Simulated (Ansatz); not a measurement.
A first try at a ladder of methods at one geometry of SSn (charge +1), using Ansatz's Python interface.

Contents of `ssn.xyz`:
```text
2

Sn    0.00000    0.00000    0.00000
S     0.00000    0.00000    2.43500
```

`ssn.py`
```python
'''SSn(+) at several levels of theory.'''

import warnings

import ansatz as az

CUTOFF_EV = 'def2-SVP'
NET_CHARGE = 1

warnings.simplefilter('ignore', az.DeckWarning)

geometry = az.Crystal.molecule_from_extxyz('ssn.xyz')

calculation = (
    geometry.calculation()
    .basis(CUTOFF_EV)
    .charge(NET_CHARGE)
    .spin('collinear', total=1)
)

methods = ['mp2', 'ccsd', 'ccsd_t', 'ccsdt']
batch = az.Session.batch([calculation.correlation(m).input() for m in methods])
reports = sorted(batch.plan().execute().molecular_reports, key=lambda each: each['member'])
print(f'Hartree-Fock reference {reports[0]["reference_energy_ev"] / 27.211386246:.6f} Ha')
best = reports[-1]['free_energy_ev'] - reports[-1]['reference_energy_ev']
for method, each in zip(methods, reports):
    gained = each['free_energy_ev'] - each['reference_energy_ev']
    print(f'{method:8s} total {each["free_energy_ev"] / 27.211386246:.6f} Ha  correlation {gained:9.4f} eV  ({100 * gained / best:.1f} % of the last)')
```

Output of `python ssn.py`:
```text
Traceback (most recent call last):
  File "ssn.py", line 16, in <module>
    .basis(CUTOFF_EV)
     ~~~~~^^^^^^^^^^^
  ...
ansatz.errors.InputError: .basis: cutoff (an energy: a number in eV, or e.g. 30 * az.Ry) is a number, got 'def2-SVP'
```
(Library frames cut from the traceback.)

What is wrong, and how is it mended?

The fault: the basis name must go under gaussian=. Mended:

```diff
--- before
+++ after
@@ -6,3 +6,3 @@
 
-CUTOFF_EV = 'def2-SVP'
+BASIS_SET = 'def2-SVP'
 NET_CHARGE = 1
@@ -15,3 +15,3 @@
     geometry.calculation()
-    .basis(CUTOFF_EV)
+    .basis(gaussian=BASIS_SET)
     .charge(NET_CHARGE)
```

After the fix:

```console
$ python ssn.py
Hartree-Fock reference -610.506566 Ha
mp2      total -610.674210 Ha  correlation   -4.5618 eV  (81.2 % of the last)
ccsd     total -610.703383 Ha  correlation   -5.3557 eV  (95.4 % of the last)
ccsd_t   total -610.711501 Ha  correlation   -5.5766 eV  (99.3 % of the last)
ccsdt    total -610.712968 Ha  correlation   -5.6164 eV  (100.0 % of the last)
```

Reading the output:
- Total energies depend on the basis set; only differences at equal settings carry meaning.
- The geometry is a force-field or estimated start, not a minimum of this method, and the basis set is short of its limit. A lower total doesn't mark the better method: functionals have no common bound, and MP2 and coupled cluster aren't variational.
- def2 sets replace the cores of elements past krypton by effective core potentials.
- The species is open-shell (spin multiplicity 2).
- Inner cores stay frozen; a filled d shell under the valence of the heavier atoms is correlated with it.
- The spin state was assumed, and another may lie lower.
